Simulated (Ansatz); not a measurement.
**CuI, 2 atoms: a single-point run on a GPU**

Aim: the ground state of CuI in a cell of 2 atoms at the typed geometry, and what it costs in time.

Computed with Ansatz 0.2 development build (DFT, r2SCAN, all-electron, task scf, unless a step's input says otherwise).

## 1. The system as given

The structure is cubic, space group F-43m (No. 216). The conventional cell has a = 6.050 Å, b = 6.050 Å, c = 6.050 Å, α = 90.00°, β = 90.00°, γ = 90.00°. Cu (site symmetry -43m) is surrounded by 4 I at 2.62 Å. Around I (site symmetry -43m) lie 4 Cu at 2.62 Å.

Coordinates:

```
Cu I
1.0
     0.00000    3.02500    3.02500
     3.02500    0.00000    3.02500
     3.02500    3.02500    0.00000
Cu I
1 1
Direct
  0.00000 0.00000 0.00000
  0.25000 0.25000 0.25000
```

## 2. Running it

Input file input.yaml:

```yaml
crystal:
  lattice:
    - [0, 3.025, 3.025]
    - [3.025, 0, 3.025]
    - [3.025, 3.025, 0]
  atoms:
    - { symbol: Cu, position: [0, 0, 0] }
    - { symbol: I, position: [0.25, 0.25, 0.25] }
kpoints:
  mp_grid: { grid: [3, 3, 3] }
  band_path: { path: [GAMMA, X], npoints: 5 }
hamiltonian:
  xc: r2scan
  pseudopotentials: { kind: all_electron, datasets: crystal }
scf:
  occupations: { method: fermi_dirac }
output:
  write_bands: true
  dos: {}
```

The run is started by

```sh
> ansatz run input.yaml --threads 16 --backend cuda --devices 0, --events-out ev
```

Before running it: what results should come out? Wanted: free energy; electrons solved for; SCF passes in all.

The runs gave:

```
                      quantity                                                                             value
time per pass of the first SCF                                                                           0.083 s
                   free energy                                            -238691.1386 eV (-119345.5693 eV/atom)
          electrons solved for                                                                                28
             SCF passes in all                                                                                11
                     wall time  2.6 s (1 × NVIDIA GB300 with 16 threads of Arm Neoverse V2 (Grace), shared host)
```

What this shows: The largest share of the engine's clock (50 %) was the first SCF. With sampling this coarse (it equals a supercell 10 Å thick at its thinnest) the numbers aren't converged for the crystal.
